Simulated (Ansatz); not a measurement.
# LaB6: the cost of one run

Method: DFT r²SCAN, scalar-relativistic, plane waves, PAW (the target; the first runs use scalar-relativistic PBE), in Ansatz 0.2.0.

1 further run of the same task is left out (it didn't finish).

## Step 1: The starting structure

Symmetry: Pm-3m, No. 221, cubic system. Conventional cell: a = 4.171 Å, b = 4.171 Å, c = 4.171 Å, α = 90.00°, β = 90.00°, γ = 90.00°. La (site symmetry m-3m) is surrounded by 24 B at 3.08 Å. B (site symmetry 4mm) has 5 B at 1.70 to 1.77 Å as nearest neighbours.

As a file:

```cif
data_structure
_symmetry_space_group_name_H-M 'Pm-3m'
_symmetry_Int_Tables_number 221
_cell_length_a 4.1708
_cell_length_b 4.1708
_cell_length_c 4.1708
_cell_angle_alpha 90.000
_cell_angle_beta 90.000
_cell_angle_gamma 90.000
_cell_volume 72.55
loop_
_atom_site_label
_atom_site_type_symbol
_atom_site_symmetry_multiplicity
_atom_site_Wyckoff_symbol
_atom_site_fract_x
_atom_site_fract_y
_atom_site_fract_z
_atom_site_occupancy
La1 La 1 a 0.00000 0.00000 0.00000 1
B1 B 6 f 0.21170 0.50000 0.50000 1
```

## Step 2: Relaxing cell and atoms (PBE, 6×6×6 mesh)

Input file input.yaml:

```yaml
crystal:
  lattice:
    - [4.1708057416, 0.0, 0.0]
    - [0.0, 4.1708057416, 0.0]
    - [0.0, 0.0, 4.1708057416]
  atoms:
    - { symbol: La, position: [0.0, 0.0, 0.0] }
    - { symbol: B, position: [0.2117, 0.5, 0.5] }
    - { symbol: B, position: [0.7883, 0.5, 0.5] }
    - { symbol: B, position: [0.5, 0.5, 0.2117] }
    - { symbol: B, position: [0.5, 0.5, 0.7883] }
    - { symbol: B, position: [0.5, 0.2117, 0.5] }
    - { symbol: B, position: [0.5, 0.7883, 0.5] }
basis:
  ecutwfc: 420
  ecutrho_ratio: 4
kpoints:
  mp_grid: { grid: [6, 6, 6] }
hamiltonian:
  xc: pbe
scf:
  occupations: { method: gaussian, width: 0.05 }
output:
  forces: true
  stress: true
  eigenvalues: true
relax:
  f_tol: 0.03
  max_steps: 60
  cell: { stress_tol: 0.3 }
```

Launch:

```sh
> ansatz run input.yaml --threads 4 --pin off --max-ram 8192MiB --backend cpu --events-out ev --progress --plain --runs-dir out
```

What time and memory should one allow on 4 threads of Arm Neoverse V2, shared host?

About 3.1 s, with a peak of 0.4 GiB.
